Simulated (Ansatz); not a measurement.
# C2H4ClNSi: the cost of one run

Program: Ansatz 0.2.0. Level of theory: RKS B3LYP/def2-SVP. These are calculated values, not measurements.

## Step 1: The system as given

Bond lengths: C1–C2 1.290 Å, C2–N3 1.184 Å, N3–Si4 1.675 Å, Si4–Cl5 2.094 Å, C1–H6 1.159 Å, C1–H7 1.054 Å, Si4–H8 1.492 Å, Si4–H9 1.405 Å. Angles: C1–C2–N3 178.3°, C2–C1–H6 116.4°, C2–C1–H7 125.7°, H6–C1–H7 117.9°, C2–N3–Si4 164.4°, N3–Si4–Cl5 109.6°, N3–Si4–H8 109.1°, N3–Si4–H9 113.6°, Cl5–Si4–H8 105.1°, Cl5–Si4–H9 107.9°, H8–Si4–H9 111.2°.

Structure file:

```xyz
9

C     0.9821    1.3681    1.5739
C     0.5452    0.4802    0.7458
N     0.1700   -0.3562   -0.0029
Si   -0.6113   -1.1955   -1.2237
Cl   -2.1705   -0.0268   -1.9909
H     0.4256    2.3843    1.5797
H     1.7932    1.2452    2.2359
H    -1.2756   -2.3989   -0.6426
H     0.2299   -1.5468   -2.2923
```

## Step 2: Relaxing end A

File input.yaml:

```yaml
crystal:
  periodic: [false, false, false]
  atoms:
    - { symbol: C, position_ang: [0.9821, 1.3681, 1.5739] }
    - { symbol: C, position_ang: [0.5452, 0.4802, 0.7458] }
    - { symbol: "N", position_ang: [0.17, -0.3562, -0.0029] }
    - { symbol: Si, position_ang: [-0.6113, -1.1955, -1.2237] }
    - { symbol: Cl, position_ang: [-2.1705, -0.0268, -1.9909] }
    - { symbol: H, position_ang: [0.4256, 2.3843, 1.5797] }
    - { symbol: H, position_ang: [1.7932, 1.2452, 2.2359] }
    - { symbol: H, position_ang: [-1.2756, -2.3989, -0.6426] }
    - { symbol: H, position_ang: [0.2299, -1.5468, -2.2923] }
basis:
  gaussian: { orbitals: def2-SVP }
hamiltonian:
  xc: b3lyp
relax:
  f_tol: 0.02
  max_steps: 50
```

Run with:

```
$ ansatz run input.yaml --threads 2 --pin off --max-ram 3072MiB --backend cpu --events-out ev --progress --plain --runs-dir out
```

**Question.** How long does this run take on 2 threads of Arm Neoverse V1, shared host, and how much memory does it need?

About 60 s, with a peak of 0.2 GiB.
